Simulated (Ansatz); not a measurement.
# C2H4BS (charge -1): two geometries relaxed

Program: Ansatz 0.2.0. Level of theory: RKS PBE0-D4/def2-SVP. These are calculated values, not measurements.

### 1 Starting point

Bond lengths: C1–B2 1.311 Å, B2–S3 1.847 Å, S3–C4 1.841 Å, C1–H5 1.070 Å, C4–H6 1.090 Å, C4–H7 1.091 Å, C4–H8 1.090 Å. Angles: C1–B2–S3 177.6°, B2–C1–H5 179.3°, B2–S3–C4 100.1°, S3–C4–H6 109.8°, S3–C4–H7 108.6°, S3–C4–H8 109.7°, H6–C4–H7 109.7°, H6–C4–H8 109.3°, H7–C4–H8 109.8°.

As a file:

```xyz
8

C    -2.3178   -0.4973   -0.4287
B    -1.0503   -0.8208   -0.3397
S     0.7483   -1.2092   -0.1793
C     1.3953    0.4480    0.2950
H    -3.3523   -0.2374   -0.5128
H     1.2303    1.1560   -0.5172
H     2.4644    0.3600    0.4935
H     0.8821    0.8007    1.1893
```

### 2 Relaxing end A

input.yaml reads:

```yaml
crystal:
  periodic: [false, false, false]
  atoms:
    - { symbol: C, position_ang: [-2.31776, -0.49726, -0.42873] }
    - { symbol: B, position_ang: [-1.05027, -0.82085, -0.33972] }
    - { symbol: S, position_ang: [0.7483, -1.20917, -0.17933] }
    - { symbol: C, position_ang: [1.39531, 0.44796, 0.29499] }
    - { symbol: H, position_ang: [-3.35235, -0.23738, -0.51283] }
    - { symbol: H, position_ang: [1.23026, 1.15604, -0.5172] }
    - { symbol: H, position_ang: [2.46438, 0.35996, 0.49351] }
    - { symbol: H, position_ang: [0.88212, 0.8007, 1.18931] }
total_charge: -1
basis:
  gaussian: { orbitals: def2-SVP }
hamiltonian:
  xc: pbe0
  dispersion: d4
relax:
  f_tol: 0.02
  max_steps: 50
```

Run with:

```
ansatz run input.yaml --threads 1 --pin off --max-ram 2048MiB --backend cpu --events-out ev --progress --plain --runs-dir out
```

Q: Estimate wall time and peak memory on 1 thread of AMD EPYC 7R43 (Zen 3), shared host.

About 25 s, with a peak of 0.16 GiB.
